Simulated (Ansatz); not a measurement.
I need vertical spin-state energies of CH7NSi3, SMILES N#C[SiH]([SiH3])[SiH3]. Use the Ansatz DFT code, driven from Python. Use (for the species named): CAM-B3LYP, def2-SVP basis, multiplicity 1.

```xyz
12

N     0.1068    3.2200   -0.7816
C     0.0492    2.1944   -0.2414
Si   -0.0430    0.5512    0.6226
Si    1.8119   -0.6479    0.0523
Si   -1.8134   -0.5990   -0.2414
H    -0.1613    0.6965    2.1074
H     1.7576   -2.0007    0.6675
H     3.0483    0.0210    0.5363
H     1.9078   -0.8182   -1.4208
H    -1.8951   -1.9514    0.3715
H    -1.6754   -0.7698   -1.7111
H    -3.0932    0.1039    0.0388
```

Script `spin_ch7nsi3.py`:
```python
# -*- coding: utf-8 -*-
import warnings

import ansatz as az


def main():
    warnings.simplefilter("ignore", az.DeckWarning)

    geometry_ang = [
        ("N", (0.1068, 3.22, -0.7816)),
        ("C", (0.0492, 2.1944, -0.2414)),
        ("Si", (-0.043, 0.5512, 0.6226)),
        ("Si", (1.8119, -0.6479, 0.0523)),
        ("Si", (-1.8134, -0.599, -0.2414)),
        ("H", (-0.1613, 0.6965, 2.1074)),
        ("H", (1.7576, -2.0007, 0.6675)),
        ("H", (3.0483, 0.021, 0.5363)),
        ("H", (1.9078, -0.8182, -1.4208)),
        ("H", (-1.8951, -1.9514, 0.3715)),
        ("H", (-1.6754, -0.7698, -1.7111)),
        ("H", (-3.0932, 0.1039, 0.0388)),
    ]
    molecule = az.Crystal.molecule()
    for symbol, xyz in geometry_ang:
        molecule = molecule.atom(symbol, xyz)

    calc = (
        molecule.calculation()
        .basis(gaussian="def2-SVP")
        .functional("CAM-B3LYP")
    )
    found = {}
    for unpaired in [0, 2, 4]:
        data = calc.spin("collinear", total=unpaired).run(threads=1).report
        s = unpaired / 2
        found[unpaired] = data["free_energy_ev"]
        print(f"2S+1 = {unpaired + 1}: E = {found[unpaired]:.5f} eV, <S^2> = {abs(data['mean_field']['state']['spin_squared']):.3f} (pure state {s * (s + 1):.2f})")
    lowest = min(found, key=found.get)
    for unpaired, e in found.items():
        print(f"multiplicity {unpaired + 1}: {(e - found[lowest]):.3f} eV above the lowest")


if __name__ == "__main__":
    main()
```

```console
$ python spin_ch7nsi3.py
2S+1 = 1: E = -26262.54947 eV, <S^2> = 0.000 (pure state 0.00)
2S+1 = 3: E = -26256.59073 eV, <S^2> = 2.006 (pure state 2.00)
2S+1 = 5: E = -26250.71270 eV, <S^2> = 6.014 (pure state 6.00)
multiplicity 1: 0.000 eV above the lowest
multiplicity 3: 5.959 eV above the lowest
multiplicity 5: 11.837 eV above the lowest
```

In order: multiplicity 1 (+0.00 eV), multiplicity 3 (+5.96 eV) and multiplicity 5 (+11.84 eV), all at the one geometry.

Total energies depend on the basis set; only differences at equal settings carry meaning. The geometry is a force-field or estimated start, not a minimum of this method, and the basis set is short of its limit. All parts are taken at fixed geometry, without zero-point energy. It ran for 98 s on 1 thread of Arm Neoverse V2, on a shared host, peak memory 0.57 GiB.
